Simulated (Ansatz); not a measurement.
CH5FOSSi, SMILES CS[SiH](O)F, vertical spin-state energies

Computed with the Python package of Ansatz (0.2.0).

Notebook, run cell by cell (the value of a cell's last expression is shown):

In [1]:
```python
import ansatz as az
```

In [2]:
```python
BASIS_SET = "6-31G"
XC = "r2scan"
```

In [3]:
```python
geometry_ang = [
    ("C", (-1.3676, 0.8863, -0.7365)),
    ("S", (-0.6374, -0.6979, -0.7636)),
    ("Si", (1.072, -0.39, 0.4213)),
    ("O", (1.8623, -1.8667, 0.6624)),
    ("F", (0.6409, 0.1573, 1.8426)),
    ("H", (-2.3327, 0.9092, -1.345)),
    ("H", (-0.7277, 1.6875, -1.1804)),
    ("H", (-1.6425, 1.2437, 0.2643)),
    ("H", (2.0466, 0.564, -0.1767)),
    ("H", (1.1692, -2.5444, 1.0146)),
]
ch5fossi = az.Crystal.molecule()
for symbol, xyz in geometry_ang:
    ch5fossi = ch5fossi.atom(symbol, xyz)

model = ch5fossi.calculation().basis(gaussian=BASIS_SET).functional(XC)
found = {}
for unpaired in [0, 2]:
    rep = model.spin("collinear", total=unpaired).run(threads=1, backend="cpu").report
    s = unpaired / 2
    found[unpaired] = rep["free_energy_ev"]
    print(f"2S+1 = {unpaired + 1}: E = {found[unpaired]:.5f} eV, <S^2> = {abs(rep['mean_field']['state']['spin_squared']):.3f} (pure state {s * (s + 1):.2f})")
lowest = min(found, key=found.get)
for unpaired, e in found.items():
    print(f"multiplicity {unpaired + 1}: {(e - found[lowest]):.3f} eV above the lowest")
```
```text
2S+1 = 1: E = -24589.12099 eV, <S^2> = 0.000 (pure state 0.00)
2S+1 = 3: E = -24583.15168 eV, <S^2> = 2.003 (pure state 2.00)
multiplicity 1: 0.000 eV above the lowest
multiplicity 3: 5.969 eV above the lowest
```

In order: multiplicity 1 (+0.00 eV) and multiplicity 3 (+5.97 eV), all at the one geometry.

Reading the output:
- These settings explore the input space; basis and method may be short of convergence.
- The geometry is a force-field or estimated start, not a minimum of this method, and the basis set is short of its limit. All parts are taken at fixed geometry, without zero-point energy.
- Finished in 23 s on 1 thread of Arm Neoverse V2 (shared host), peak memory 0.24 GiB.

(Lines on the test bed's own set-up are left out of the output.)
